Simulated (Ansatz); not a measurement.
# FeNi, space group Cmmm: a comparison of magnetic orders

Program: Ansatz 0.2.0, Python API.

The script, `feni.py`:
```python
import warnings

import ansatz as az
import numpy as np


def count_gap(report):
    # lowest empty less highest filled band, counting bands; zero where they overlap
    return max(report.get("gap_by_band_count_ev") or 0.0, 0.0)

CELL = [
    (1.437016, -1.981312, 0.0),
    (1.437016, 1.981312, 0.0),
    (0.0, 0.0, 3.949288),
]
ATOMS = [
    ("Fe", (0.0, 0.0, 0.0)),
    ("Ni", (0.5, 0.5, 0.5)),
]


def with_moments(moments):
    crystal = az.Crystal(lattice=az.Lattice.of(CELL))
    for (symbol, position), moment in zip(ATOMS, moments):
        crystal = crystal.atom(symbol, position, moment=moment or None)
    return crystal

warnings.simplefilter("ignore", az.DeckWarning)

orders = {
    "FM": [4.2, 1.8],
    "AFM": [4.2, -1.8],
}

rows = []
for label, moments in orders.items():
    calc = with_moments(moments).calculation()
    calc = calc.functional("pbesol", dispersion="d4").pseudopotentials("nc")
    calc = calc.accuracy("low").kpoints(8, 8, 5)
    calc = calc.occupations("Fermi-Dirac", width=0.3).initial_density(normalization="atom")
    calc = calc.scf(tolerance=1e-06).spin("collinear")
    calc = calc.band_table()
    data = calc.run().report
    rows.append((label, data["free_energy_ev"], data["magnetization_mub"], data["absolute_magnetization_mub"], max(abs(m) for m in data["site_moments_mub"]), count_gap(data)))
    print(label, "site moments:", [round(m, 2) for m in data["site_moments_mub"]])

plain = (
    with_moments([0] * len(ATOMS)).calculation()
    .functional("pbesol", dispersion="d4")
    .pseudopotentials("nc")
    .accuracy("low")
    .kpoints(8, 8, 5)
    .occupations("Fermi-Dirac", width=0.3)
    .initial_density(normalization="atom")
    .scf(tolerance=1e-06)
    .band_table()
)
data = plain.run().report
rows.append(("NM", data["free_energy_ev"], 0.0, 0.0, 0.0, count_gap(data)))

lowest = min(row[1] for row in rows)
rows = [(row[0], 1000 * (row[1] - lowest) / 2, *row[2:]) for row in sorted(rows, key=lambda row: row[1])]
print("         order  meV/magnetic atom         net muB    absolute muB  largest site muB  gap by band count eV")
for row in rows:
    print(f"{str(row[0]):>14s}  {row[1]:17.2f}  {row[2]:14.3f}  {row[3]:14.3f}  {row[4]:16.3f}  {row[5]:20.3f}")
print("lowest of these starts:", rows[0][0])
```

```console
$ python feni.py
FM site moments: [2.51, 0.62]
RunWarning: the starting moments were not kept: 1 of 2 ended reversed and 1 kept their direction, counting a site from 0.1 of the cell's largest site moment. The largest reversed, site 1 (counted from 0, in the order of the report's site_moments_mub), started with -1.8 μB and closes at +6.2e-1 μB in its sphere. The SCF closed on another magnetic arrangement than the starting moments describe; that does not show which of the two is lower. To try another start: change the starting moments [...]
AFM site moments: [2.51, 0.62]
         order  meV/magnetic atom         net muB    absolute muB  largest site muB  gap by band count eV
            FM               0.00           3.075           3.276             2.506                 0.000
           AFM               0.00           3.075           3.277             2.506                 0.000
            NM             191.04           0.000           0.000             0.000                 0.000
lowest of these starts: FM
```
(Warnings from the package without file and line, shortened.)

In order of energy: ferromagnetic (+0.0 meV an atom, largest site moment 2.51 μB), ferromagnetic (+0.0 meV an atom, largest site moment 2.51 μB) and non-magnetic (+191.0 meV an atom, largest site moment 0.00 μB). These are the states reached from the starts typed.

Caveats:
- The settings weren't tested for convergence.
- The SCF didn't keep the moments it started from (some shrank, vanished or turned); what is printed is the state reached.
- Dispersion corrections can be off by several per cent in the lattices of metals, and by several GPa in the pressure at a fixed cell.
- The mesh is modest for a metal, so energies can be off by several to tens of meV an atom and pressures by half a GPa or more; differences at equal mesh fare better.
- The smearing is wide enough that free energy and stress hold a thermal part of the electrons.
- A gap by band count of zero or less means overlapping bands, a metal.
- The structure comes from a database of computed cells and needn't be a stable or known phase.
- Levels are Kohn-Sham eigenvalues on this mesh.
- Each row is the state reached from that start at the given structure, not necessarily the lowest of its order; other orders weren't tried.
- The script silences the warnings on its input, which a real study should read.
- Wall time of the script: 2.2 min on 1 thread of Arm Neoverse V1, on a shared host, peak memory 0.56 GiB.
